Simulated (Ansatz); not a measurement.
**GeH₄: a rigid scan of the angle H3–Ge1–H5**

One table from this session's results is given with a row withheld; the runs are named, their logs left out.

Program: Ansatz 0.2.0, Gaussian basis. Level of theory: single points in def2-TZVPP. These are calculated values, not measurements.

Levels: PBE-D4, r2SCAN-D4, PBE0-D4, B3LYP-D4, wB97M-V, Hartree-Fock, MP2, CCSD, CCSD(T). The scan takes 79.5, 87.0, 94.5, 102.0, 109.5, 117.0, 124.5, 132.0, 139.5°.

Correlated methods freeze the cores. Filled d shells of the heavier atoms are correlated. B3LYP uses VWN-RPA correlation.

19 further runs of the same task are left out: 19 set aside as unsound or not needed.

### The system as given

The minimum, relaxed at PBE0-D4: SMILES `[GeH4]`, 5 atoms, charge 0, spin multiplicity 1.

Atoms are counted from 1 here; the program's logs count them from 0.

Bond lengths: Ge1–H2 1.534 Å, Ge1–H3 1.534 Å, Ge1–H4 1.534 Å, Ge1–H5 1.534 Å. Angles: H2–Ge1–H3 109.5°, H2–Ge1–H4 109.5°, H2–Ge1–H5 109.5°, H3–Ge1–H4 109.5°, H3–Ge1–H5 109.5°, H4–Ge1–H5 109.5°.

Geometry (Å):

```
Ge    0.0001    0.0001    0.0000
H     1.1481   -0.7563    0.6806
H    -1.2388   -0.0300    0.9042
H    -0.3292   -0.6691   -1.3406
H     0.4198    1.4554   -0.2441
```

Energies of the minimum (eV), from earlier single points: PBE-D4 -56574.10681, r2SCAN-D4 -56582.67557, PBE0-D4 -56575.75418, B3LYP-D4 -56584.59117, wB97M-V -56579.31623, CCSD(T) -56544.89219.

At the minimum the angle H3–Ge1–H5 is 109.5°.

The first run:

ccsdt-tzvpp/in.yaml

```yaml
crystal:
  periodic: [false, false, false]
  atoms:
    - {symbol: Ge, position_ang: [0.000062, 0.000070, -0.000034]}
    - {symbol: H, position_ang: [1.148134, -0.756324, 0.680597]}
    - {symbol: H, position_ang: [-1.069568, 0.739767, 0.813641]}
    - {symbol: H, position_ang: [-0.329182, -0.669134, -1.340632]}
    - {symbol: H, position_ang: [0.419817, 1.455363, -0.244116]}
basis:
  gaussian: {orbitals: def2-TZVPP}
correlation: {method: ccsd_t}
```

The command line of these runs was not kept.

Among the steps run: H3–Ge1–H5 = 79.5°; H3–Ge1–H5 = 87.0°; H3–Ge1–H5 = 94.5°; H3–Ge1–H5 = 102.0°; H3–Ge1–H5 = 109.5°; H3–Ge1–H5 = 117.0°; H3–Ge1–H5 = 124.5°; H3–Ge1–H5 = 132.0°; H3–Ge1–H5 = 139.5°.

One table of the session follows, with a row left open; its other results are not shown here.

Energies less that of the minimum at the same level (kJ/mol):

| angle (°) | PBE-D4 | PBE0-D4 | B3LYP-D4 | wB97M-V | Hartree-Fock |
| --- | --- | --- | --- | --- | --- |
| 79.5 | 51.6 | 54.8 | 55.5 | 55.6 | 66.0 |
| 87.0 | 28.7 | 30.5 | 30.8 | 30.9 | 36.6 |
| 94.5 | 12.6 | 13.4 | 13.5 | 13.6 | 16.0 |
| 102.0 | 3.1 | 3.3 | 3.3 | 3.3 | 3.9 |
| 109.5 (minimum) | 0.0 | 0.0 | 0.0 | 0.0 | 0.0 |
| 109.5 | 0.0 | 0.0 | 0.0 | 0.0 | 0.0 |
| 117.0 | 3.1 | 3.3 | 3.3 | 3.4 | 3.9 |
| 124.5 | 12.4 | 13.1 | 13.2 | 13.3 | 15.6 |
| 132.0 | ? | ? | ? | ? | ? |
| 139.5 | 49.3 | 52.2 | 52.6 | 52.7 | 61.6 |

**Question.** Estimate the row for angle (°) = 132.0.

Worked estimate for «PBE-D4». A straight line through the neighbours (124.5, 12.4) and (139.5, 49.3) gives 12.4 + (49.3 − 12.4) × (132.0 − 124.5) / (139.5 − 124.5) = 30.9; a parabola fitted to 3 rows on both sides gives 27.8.

**Answer.** PBE-D4: 27.8; PBE0-D4: 29.4; B3LYP-D4: 29.6; wB97M-V: 29.7; Hartree-Fock: 34.8. In «PBE-D4» the line misses by +3.1 and the parabola by 0.0.

To keep in mind: A polynomial through the near points puts the CCSD(T) minimum at the PBE0-D4 value.
